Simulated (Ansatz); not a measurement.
**H2OSSe: one structure at several levels**

One table from this session's results is given with a row withheld; the runs are named, their logs left out.

The runs use Ansatz 0.2.0, Gaussian basis; single points in def2-TZVPP.

Correlated methods freeze the cores. Filled d shells of the heavier atoms are correlated.

## Where the work starts

SMILES `O[Se]S`, 5 atoms, charge 0, spin multiplicity 1.

Atoms are counted from 1 here; the program's logs count them from 0.

Bond lengths: O1–Se2 1.812 Å, O1–H4 0.995 Å, Se2–S3 2.173 Å, S3–H5 1.349 Å. Angles: Se2–O1–H4 104.2°, O1–Se2–S3 103.4°, Se2–S3–H5 92.0°.

Coordinates:

```xyz
5
charge 0, multiplicity 1
O    -0.8410   -1.3960    0.0668
Se   -0.0447   -0.2302   -1.0691
S     1.4827    0.7073    0.1594
H    -1.6009   -0.8820    0.4515
H     0.7174    1.7994    0.3602
```

The first run:

File run/in.yaml:

```yaml
crystal:
  periodic: [false, false, false]
  atoms:
    - {symbol: O, position_ang: [-0.841000, -1.396000, 0.066800]}
    - {symbol: Se, position_ang: [-0.044700, -0.230200, -1.069100]}
    - {symbol: S, position_ang: [1.482700, 0.707300, 0.159400]}
    - {symbol: H, position_ang: [-1.600900, -0.882000, 0.451500]}
    - {symbol: H, position_ang: [0.717400, 1.799400, 0.360200]}
basis:
  gaussian: {orbitals: def2-TZVPP}
correlation: {method: ccsd_t}
output: {forces: true}
```

No record of the launch command was kept for these runs.

Steps of the session up to this table: CCSD(T)/def2-TZVPP; PBE0-D4/def2-TZVPP; wB97M-V/def2-TZVPP; r2SCAN-D4/def2-TZVPP; PBE-D4/def2-TZVPP; BLYP-D4/def2-TZVPP; r2SCANh-D4/def2-TZVPP.

One of the session's tables, all rows but one given; the rest of the session is left out.

```
    method  RMS force component (eV/Å)  angle to CCSD(T) forces (°)  dipole (D)
   CCSD(T)                       0.604                    reference        2.27
   PBE0-D4                       0.640                         11.2        2.31
   wB97M-V                       0.638                          9.4        2.30
 r2SCAN-D4                       0.578                          8.0        2.29
    PBE-D4                       0.476                         28.0        2.22
   BLYP-D4                       0.591                         41.7        2.21
r2SCANh-D4                           ?                            ?           ?
```

Estimate the missing values for r2SCANh-D4.

The run gave: RMS force component (eV/Å): 0.639; angle to CCSD(T) forces (°): 8.6; dipole (D): 2.32. In the column «RMS force component (eV/Å)» it lies between wB97M-V (0.638) and PBE0-D4 (0.640).
